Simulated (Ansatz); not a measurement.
# HfTi2Si2: properties of a relaxed candidate

This session takes a relaxed cell of HfTi2Si2 and sets out to compute bands, density of states and charges.

Method: DFT PBE, scalar-relativistic, plane waves, PAW, in Ansatz 0.2.0.

1 further run of the same task is left out (set aside as unsound or not needed).

### Step 1. Starting point

It takes space group P4/mmm (No. 123, tetragonal). Conventional cell: a = 3.559 Å, b = 3.559 Å, c = 7.692 Å, α = 90.00°, β = 90.00°, γ = 90.00°. Around Hf (site symmetry 4/mmm) lie 4 Si at 2.52 Å and 2 Ti at 2.66 Å. Ti (site symmetry 4mm) is surrounded by 1 Ti at 2.37 Å and 1 Hf at 2.66 Å and 4 Si at 2.78 Å. Si (site symmetry 4/mmm) has 4 Hf at 2.52 Å as nearest neighbours. Si (site symmetry 4/mmm) is surrounded by 8 Ti at 2.78 Å.

Structure file:

```
CELL_PARAMETERS angstrom
3.55891 0.00000 0.00000
0.00000 3.55891 0.00000
0.00000 0.00000 7.69189
ATOMIC_POSITIONS crystal
Hf 0.00000 0.00000 0.00000
Ti 0.00000 0.00000 0.34622
Ti 0.00000 0.00000 0.65378
Si 0.50000 0.50000 0.00000
Si 0.50000 0.50000 0.50000
```

The cell was relaxed beforehand at this level, from a generated guess; it is a trial structure. At a tolerance of 0.05 Å it has space group P4/mmm (No. 123); it has 19.48 Å³/atom, an uncorrected energy of +0.23 eV/atom over the elements.

### Step 2. Bands, states and charges

File input.yaml:

```yaml
crystal:
  lattice:
    - [3.558907781, 0.0, 0.0]
    - [0.0, 3.558907781, 0.0]
    - [0.0, 0.0, 7.6918859757]
  atoms:
    - { symbol: Hf, position: [0.0, 0.0, 0.0] }
    - { symbol: Ti, position: [0.0, 0.0, 0.346220518] }
    - { symbol: Ti, position: [0.0, 0.0, 0.653779482] }
    - { symbol: Si, position: [0.5, 0.5, 0.0] }
    - { symbol: Si, position: [0.5, 0.5, 0.5] }
basis:
  ecutwfc: 420
kpoints:
  mp_grid: { grid: [10, 10, 6] }
  band_path:
    path:
      - [[0.0, 0.0, 0.0], [0.0, 0.5, 0.0], [0.5, 0.5, 0.0], [0.0, 0.0, 0.0], [0.0, 0.0, 0.5], [0.0, 0.5, 0.5], [0.5, 0.5, 0.5], [0.0, 0.0, 0.5]]
      - [[0.0, 0.5, 0.0], [0.0, 0.5, 0.5]]
      - [[0.5, 0.5, 0.0], [0.5, 0.5, 0.5]]
    npoints: 14
hamiltonian:
  xc: pbe
scf:
  occupations: { method: gaussian, width: 0.1 }
  n_extra_bands: 12
output:
  forces: true
  stress: true
  eigenvalues: true
  populations: true
  dos: { projected: true, de: 0.02, nscf_kmesh: { grid: [12, 12, 8] } }
  bader: true
  write_density: true
  write_potential: true
  elf: true
  volumetric_format: npy
```

Launch:

```sh
$ ansatz run input.yaml --threads 1 --pin off --max-ram 2560MiB --backend cpu --events-out ev --progress --plain --runs-dir out
```

The log of the run (excerpt; [...] marks lines left out):

```text
Warning: RAYON_NUM_THREADS=1 ignored (pool sized by the plan → 1); use --threads N
scf.n_extra_bands = 12 over 29 filled bands (N_el = 58.0): the run solves 41 bands
[...]
Pseudopotentials: kind: paw
Pseudopotential: Hf, paw, valence charge 26, recommended cutoff 420 eV (normal), Hf.paw.azcp
Pseudopotential: Ti, paw, valence charge 12, recommended cutoff 420 eV (normal), Ti.paw.azcp
Pseudopotential: Si, paw, valence charge 4, recommended cutoff 420 eV (normal), Si.paw.azcp
Functional definition: PBE
[...]
Crystal: 5 atoms, lattice volume = 97.424 Å³
Basis set: ecut = 420 eV, 1885 PW (Γ), exchange–correlation on 48×48×108 points (8 copies of the dense FFT grid, shifted against one another)
Bands: 41, of which v1, the nominal top of the filled ones, is band 29 counted from 1 (28 counted from 0)
Symmetry: 16 space group operations
Space group: P4/mmm (ITA 123), of the structure as read, at distance tolerance 4.6e-5 Å
k-points: 84 of 600
[...]
SCF iter   1: F=—  HF=-21991.276001 eV  |F-HF|=—  |Δ(HF+E_count)|=         —  Δρ=1.56e-2  dr2=1.21e0  ethr=1.77e-3  ⟨swp⟩=5.8  Hψ=12836  notcnv=0
[...]
SCF iter   9: F=-21991.174992 eV  HF=-21991.174992 eV  |F-HF|=4.25e-8  |Δ(HF+E_count)|=   7.08e-8  Δρ=5.42e-6  dr2=6.20e-8  ethr=1.72e-10  ⟨swp⟩=11.2  Hψ=21436  notcnv=0
[...]
NSCF: frozen V_eff on 129 k-points
NSCF: frozen V_eff on 140 k-points
SCF converged after 9 iterations
Free energy (F): -21991.174992 eV
[...]
E sigma→0 (E₀):  -21991.167034 eV
Entropy (-TS):   -0.015916 eV (-3.183 meV/atom)
Fermi energy:    11.661112 eV
[...]
--- Forces (eV/Å), atoms counted from 1 ---
  atom   1  Hf    -0.00000000     0.00000000     0.00000000
  atom   2  Ti    -0.00000000     0.00000000    -0.00032614
  atom   3  Ti     0.00000000     0.00000000     0.00032614
  atom   4  Si     0.00000000    -0.00000000     0.00000000
  atom   5  Si    -0.00000000    -0.00000000     0.00000000
[...]
--- Stress (GPa, compression-positive) ---
       -0.007222      -0.000000       0.000000
       -0.000000      -0.007222      -0.000000
        0.000000      -0.000000      -0.002680
  P = ⅓ Tr σ = -0.0057 GPa (-0.057 kbar)
--- Band table (eV; the first three rows and the last of 84) ---
[...]
--- Löwdin populations: 5 sites ---
  site symbol       q [e]
     0     Hf     26.1078
     1     Ti     11.4516
     2     Ti     11.4516
     3     Si      4.1666
     4     Si      4.5986
  spilling = 0.003857 (of n_electrons = 58.000000)
--- Bader charges: 5 sites ---
  site symbol  charge [e]  shift [e]
     0     Hf      0.6678     0.0034
     1     Ti      0.8740     0.0035
     2     Ti      0.8740     0.0035
     3     Si     -1.0347     0.0027
     4     Si     -1.3812     0.0065
  estimated error of the sums over rays = 8.6e-4 e
```

Wall time 93 s (1 thread of Arm Neoverse V2, shared host); peak memory 0.62 GiB.

By site:

```csv
atom,Löwdin electrons,Bader charge (e),Bader volume (Å³)
Hf1,26.11,+0.67,18.2
Ti2,11.45,+0.87,14.5
Ti3,11.45,+0.87,14.5
Si4,4.17,-1.03,23.6
Si5,4.60,-1.38,26.5
```

The Löwdin counts miss 0.22 of the 58 electrons, which the atomic orbitals do not span, so they are no charges.

bands.tsv at the labelled points (eV, zero at the Fermi level; the bands nearest the Fermi level):

```
point  band 26  band 27  band 28  band 29  band 30  band 31  band 32  band 33
    Γ    -0.81    -0.55    -0.29     0.42     0.65     1.03     1.12     1.12
    X    -1.29    -0.71    -0.53     0.01     0.03     0.27     1.02     1.50
    M    -1.63    -1.63    -0.98    -0.98     1.87     1.91     1.91     1.98
    Γ    -0.81    -0.55    -0.29     0.42     0.65     1.03     1.12     1.12
    Z    -0.92    -0.92    -0.45    -0.43     0.66     1.07     1.68     1.69
    R    -0.86    -0.73    -0.33    -0.32    -0.21     0.16     1.12     1.56
    A    -1.58    -1.11    -1.11    -0.52    -0.16     0.81     1.98     2.30
    Z    -0.92    -0.92    -0.45    -0.43     0.66     1.07     1.68     1.69
    X    -1.29    -0.71    -0.53     0.01     0.03     0.27     1.02     1.50
    R    -0.86    -0.73    -0.33    -0.32    -0.21     0.16     1.12     1.56
    M    -1.63    -1.63    -0.98    -0.98     1.87     1.91     1.91     1.98
    A    -1.58    -1.11    -1.11    -0.52    -0.16     0.81     1.98     2.30
```

States per cell in windows of 1 eV, from dos.tsv and pdos.tsv (zero at the Fermi level):

```
from  to  total  Hf 5d  Ti 4s  Ti 3d  Si 3s  Si 3p
  -8  -7   1.97   0.19   0.13   0.14   1.23   0.11
  -7  -6   0.97   0.12   0.01   0.10   0.66   0.05
  -6  -5   0.00   0.00   0.00   0.00   0.00   0.00
  -5  -4   0.55   0.05   0.08   0.05   0.03   0.28
  -4  -3   2.96   0.35   0.25   0.53   0.09   1.55
  -3  -2   2.62   0.47   0.09   0.68   0.08   1.17
  -2  -1   5.11   1.28   0.14   1.71   0.07   1.74
  -1   0   4.73   0.99   0.15   2.65   0.02   0.76
   0   1   4.16   0.50   0.15   2.88   0.05   0.36
   1   2   6.75   0.86   0.17   4.56   0.12   0.68
   2   3   5.18   0.56   0.29   3.12   0.22   0.61
```

The solved bands begin to run out at 3.8 eV, so nothing above is shown.

A further 39 or so states lie below the table's range.

Density in a lattice plane of the grid's cell (edges 3.56 and 7.69 Å, at 0.000 of the third edge), which holds Hf and Ti.

Ten even steps from ' ' (0.07 e/Å³) to '@' (35.53 e/Å³):
```
++--..              ..--
                        
                        
                        
                        
::..                  ..
::::                  ::
....                  ..
                        
                        
                        
....                  ..
::::                  ::
::..                  ..
                        
                        
                        
                        
++--..              ..--
@@**::              ::**
```
Columns run along the first of these edges and rows up along the second, over one cell in 12 and 20 even steps from the bottom left corner. Atoms in the plane (fractional): Hf at (0.00, 0.00), Ti at (0.00, 0.35), Ti at (0.00, 0.65).

ELF in the same plane.

Ten even steps from '0' (0.00) to '9' (0.83):
```
998313431389
763113531136
332234443223
332234443223
752112321125
466201210266
037301310373
565112321156
542123332124
332333333323
542123332124
565112321156
037301310373
466201210266
752112321125
332234443223
332234443223
763113531136
998313431389
999413431499
```
Columns run along the first of these edges and rows up along the second, over one cell in 12 and 20 even steps from the bottom left corner. Atoms in the plane (fractional): Hf at (0.00, 0.00), Ti at (0.00, 0.35), Ti at (0.00, 0.65).

Both are smooth fields of the valence electrons: close to the nuclei they are not physical.

The highest ELF values outside the cores: 0.83 beside Si, off the lines to its neighbours, 1.0 Å from Si; 0.79 in the shell around Si, 1.0 Å from Si.

### Step 3. A further run, with the input changed

File input.yaml:

```yaml
crystal:
  lattice:
    - [3.558907781, 0.0, 0.0]
    - [0.0, 3.558907781, 0.0]
    - [0.0, 0.0, 7.6918859757]
  atoms:
    - { symbol: Hf, position: [0.0, 0.0, 0.0], spin: 2.0 }
    - { symbol: Ti, position: [0.0, 0.0, 0.346220518] }
    - { symbol: Ti, position: [0.0, 0.0, 0.653779482] }
    - { symbol: Si, position: [0.5, 0.5, 0.0] }
    - { symbol: Si, position: [0.5, 0.5, 0.5] }
basis:
  ecutwfc: 420
kpoints:
  mp_grid: { grid: [10, 10, 6] }
hamiltonian:
  xc: pbe
scf:
  occupations: { method: gaussian, width: 0.1 }
  max_iter: 100
output:
  forces: true
  eigenvalues: true
  stress: true
```

Launch:

```sh
$ ansatz run input.yaml --threads 1 --pin off --max-ram 2560MiB --backend cpu --events-out ev --progress --plain --runs-dir out
```

The log of the run:

```text
Error: inconsistent input (magnetization.spin_polarized): false but per-atom `spin:`, `per_species`, `initial_magnetization`, `magnetic_field`, or `spin_locking` is set
```

It took 0.02 s on 1 thread of Arm Neoverse V2, shared host; peak memory 0.031 GiB.

### Step 4. Reading the log

The program refused the input before any cycle. Its message: «inconsistent input (magnetization.spin_polarized): false but per-atom `spin:`, `per_species`, `initial_magnetization`, `magnetic_field`, or `spin_locking` is set»

Starting moments are given, but spin polarisation is off.

The cure: make the spin settings agree.

### Step 5. What came out

| quantity | value |
| --- | --- |
| gap | none (metal) |
| states at the Fermi level | 3.55 per eV per cell |
| Bader charges | Hf +0.67, Ti +0.87, Si -1.38 to -1.03 e |

It comes out metallic. Of the projected weight within 0.25 eV of the Fermi level, the largest part is Ti 3d (65 %) and Hf 5d (19 %). Bader charges reach 1.4 e, so charge transfer in this metal is strong. Spin-orbit coupling is left out, which matters for the bands of Hf.
